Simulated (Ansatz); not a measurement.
# CuBiSeO: the cost of one run

All numbers are computed with the Python package of Ansatz 0.2.0. Level of theory: DFT LDA, plane waves, PAW.

## Step 1: The structure

It takes space group P4/nmm (No. 129, tetragonal). The conventional cell has a = 3.950 Å, b = 3.950 Å, c = 9.068 Å, α = 90.00°, β = 90.00°, γ = 90.00°. Around Cu (site symmetry -4m2) lie 4 Se at 2.52 Å and 4 Cu at 2.79 Å. Bi (site symmetry 4mm) has 4 O at 2.35 Å in its first shell of neighbours. Se (site symmetry 4mm) is surrounded by 4 Cu at 2.52 Å. O (site symmetry -4m2) is surrounded by 4 Bi at 2.35 Å.

The script holds or builds the structure itself.

## Step 2: The script

Input file dfpt.py:

```python
# -*- coding: utf-8 -*-
'''DFPT phonons of CuBiSeO.'''

from dataclasses import dataclass
from pathlib import Path

import ansatz as az
from ase import Atoms
import numpy as np


@dataclass(frozen=True)
class RunConfig:
    xc: str = 'lda'
    cutoff_ev: int = 470
    smearing: str = 'Fixed'
    kgrid: tuple[int, ...] = (6, 6, 4)


cfg = RunConfig()


def main():
    atoms = Atoms(
        ['Cu', 'Cu', 'Bi', 'Bi', 'Se', 'Se', 'O', 'O'],
        scaled_positions=[
            (0.0, 0.0, 0.5),
            (0.5, 0.5, 0.5),
            (0.0, 0.5, 0.860179),
            (0.5, 0.0, 0.139821),
            (0.5, 0.0, 0.672824),
            (0.0, 0.5, 0.327176),
            (0.5, 0.5, 0.0),
            (0.0, 0.0, 0.0),
        ],
        cell=[
            (3.949713, 0.0, 0.0),
            (0.0, 3.949713, 0.0),
            (0.0, 0.0, 9.067505),
        ],
        pbc=True,
    )
    xtal = az.Crystal.from_ase(atoms)

    calc = (
        xtal.calculation()
        .functional(cfg.xc)
        .basis(cfg.cutoff_ev)
        .pseudopotentials('paw')
        .occupations(cfg.smearing)
        .kpoints(*cfg.kgrid)
        .phonons('dfpt', points=[(0, 0, 0), (0.5, 0.5, 0), (0.5, 0, 0)])
    )
    outcome = calc.run(runs_dir='runs')
    ph = outcome.phonons

    for q in ph.qpoints:
        print('q =', np.round(q.q_frac, 3), '1/cm:', ' '.join(f'{w:.1f}' for w in q.omega_inv_cm))


if __name__ == '__main__':
    main()
```

## Step 3: The input behind the calls

The engine receives this input:

```yaml
crystal:
  lattice:
    - [3.949713, 0.0, 0.0]
    - [0.0, 3.949713, 0.0]
    - [0.0, 0.0, 9.067505]
  atoms:
    - { symbol: Cu, position: [0.0, 0.0, 0.5] }
    - { symbol: Cu, position: [0.5, 0.5, 0.5] }
    - { symbol: Bi, position: [0.0, 0.5, 0.860179] }
    - { symbol: Bi, position: [0.5, 0.0, 0.139821] }
    - { symbol: Se, position: [0.5, 0.0, 0.672824] }
    - { symbol: Se, position: [0.0, 0.5, 0.327176] }
    - { symbol: O, position: [0.5, 0.5, 0.0] }
    - { symbol: O, position: [0.0, 0.0, 0.0] }
basis:
  ecutwfc: 470.0
kpoints:
  mp_grid:
    grid: [6, 6, 4]
hamiltonian:
  xc: lda
  pseudopotentials:
    kind: paw
scf:
  occupations:
    method: fixed
phonons:
  method: dfpt
  qpoints:
    - [0.0, 0.0, 0.0]
    - [0.5, 0.5, 0.0]
    - [0.5, 0.0, 0.0]
```

## Step 4: Running it

Launch:

```sh
$ python dfpt.py
```

Q: Estimate wall time and peak memory on 1 thread of Intel Xeon 6975P-C (Granite Rapids), shared host.

About 14 min, with a peak of 1.9 GiB.
